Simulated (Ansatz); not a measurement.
**BH₃SZn: how energies converge with the basis set**

One table from this session's results is given with a row withheld; the runs are named, their logs left out.

Program: Ansatz 0.2.0, Gaussian basis. Level of theory: one geometry, several basis sets. These are calculated values, not measurements.

Levels to be run: PBE0-D4/def2-SVP; ωB97M-V/def2-SVP; PBE0-D4/def2-QZVPP; ωB97M-V/def2-QZVPP; the functionals' def2-TZVPP values are taken from earlier runs.

## The geometry

An earlier PBE0-D4 in a triple-zeta def2 set relaxation fixed the geometry.

SMILES `B[S][ZnH]`, 6 atoms, charge 0, spin multiplicity 1.

Atoms are counted from 1 here; the program's logs count them from 0.

Bond lengths: B1–S2 1.776 Å, B1–H4 1.194 Å, B1–H5 1.205 Å, S2–Zn3 2.187 Å, Zn3–H6 1.529 Å. Angles: S2–B1–H4 119.1°, S2–B1–H5 121.9°, H4–B1–H5 119.0°, B1–S2–Zn3 88.5°, S2–Zn3–H6 178.2°.

Set-up of the first run:

Contents of in.yaml:

```yaml
crystal:
  periodic: [false, false, false]
  atoms:
    - {symbol: B, position_ang: [-0.734215, 0.202122, -0.896285]}
    - {symbol: S, position_ang: [-0.747096, -1.289401, 0.067813]}
    - {symbol: Zn, position_ang: [0.902101, -0.471780, 1.248065]}
    - {symbol: H, position_ang: [-1.516334, 0.321583, -1.790379]}
    - {symbol: H, position_ang: [0.040762, 1.097568, -0.674838]}
    - {symbol: H, position_ang: [2.054772, 0.139908, 2.045624]}
basis:
  gaussian: {orbitals: def2-SVP}
hamiltonian: {xc: pbe0, dispersion: d4}
output: {orbitals: {seedname: orbitals}}
```

The run is started by

```bash
ansatz run in.yaml --threads 2 --pin off --events-out ev --progress --plain --max-ram 32768MiB --backend cpu
```

Steps of the session up to this table: PBE0-D4 in def2-SVP; ωB97M-V in def2-SVP; PBE0-D4 in def2-QZVPP; ωB97M-V in def2-QZVPP.

One table of the session follows, with a row left open; its other results are not shown here.

It belongs to the step «Density functionals: the series». 

| functional | basis | HOMO (eV) |
| --- | --- | --- |
| PBE0-D4 | def2-SVP | ? |
| PBE0-D4 | def2-TZVPP | -7.95 |
| PBE0-D4 | def2-QZVPP | -7.95 |
| ωB97M-V | def2-SVP | -9.89 |
| ωB97M-V | def2-TZVPP | -10.05 |
| ωB97M-V | def2-QZVPP | -10.06 |

**Question.** Estimate the row for PBE0-D4, def2-SVP.

**Answer.** HOMO (eV): -7.84. In the column «HOMO (eV)» it is the highest.
